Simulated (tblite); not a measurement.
# C6H10OSi2: the cost of one run

Programs: tblite 0.8.0 and PySCF 2.14.0, with density-fitted response routines of our own. Each step states its level of theory. These are calculated values for one molecule, in the gas phase or a continuum, unless marked as measured. Atoms count from 0, in the outputs and in this text.

## Step 1: The molecule as given

19 atoms, charge 0, multiplicity 1; geometry from: force field or distance geometry start.

Bonds of the start (Å): C0–C1 1.20, C1–C2 1.47, C2–C3 1.52, C3–C4 1.36, C4–C5 1.51, C5–Si6 1.93, Si6–O7 1.67, O7–Si8 1.65, Si6–C2 1.95, C0–H9 1.07, C2–H10 1.10, C3–H11 1.09, C4–H12 1.09, C5–H13 1.10, C5–H14 1.09, Si6–H15 1.47, Si8–H16 1.48, Si8–H17 1.48, Si8–H18 1.48.

## Step 2: Optimising the geometry with GFN2-xTB

What the job is given:

```
{"job": {"kind": "relax", "xc": "GFN2-xTB", "basis": "xTB"}, "charge": 0, "multiplicity": 1}
C     -1.275000     2.286100     1.317200
C     -1.160700     1.522700     0.395600
C     -1.005700     0.580000    -0.718800
C     -2.101800    -0.469800    -0.666000
C     -1.751700    -1.776000    -0.568200
C     -0.288200    -2.132100    -0.550800
Si     0.644600    -0.449200    -0.698200
O      1.676400    -0.143900     0.576600
Si     2.770800     0.991600     1.051200
H     -1.401900     2.969000     2.134200
H     -1.071500     1.108900    -1.682400
H     -3.147400    -0.177400    -0.680400
H     -2.500300    -2.561200    -0.514600
H     -0.021100    -2.779400    -1.393800
H     -0.028400    -2.618800     0.393800
H      1.354400    -0.353000    -1.984200
H      3.207400     0.713400     2.440300
H      2.150000     2.337300     0.989000
H      3.940300     0.961100     0.151900
```

Started as:

```bash
OMP_NUM_THREADS=1 python probes_run.py task.json out
```

The driver reads the jobs from task.json and runs them one after another.

Q: Estimate the wall time of this first job on 1 thread of Intel Xeon Platinum 8488C, shared host.

About 1.5 s.
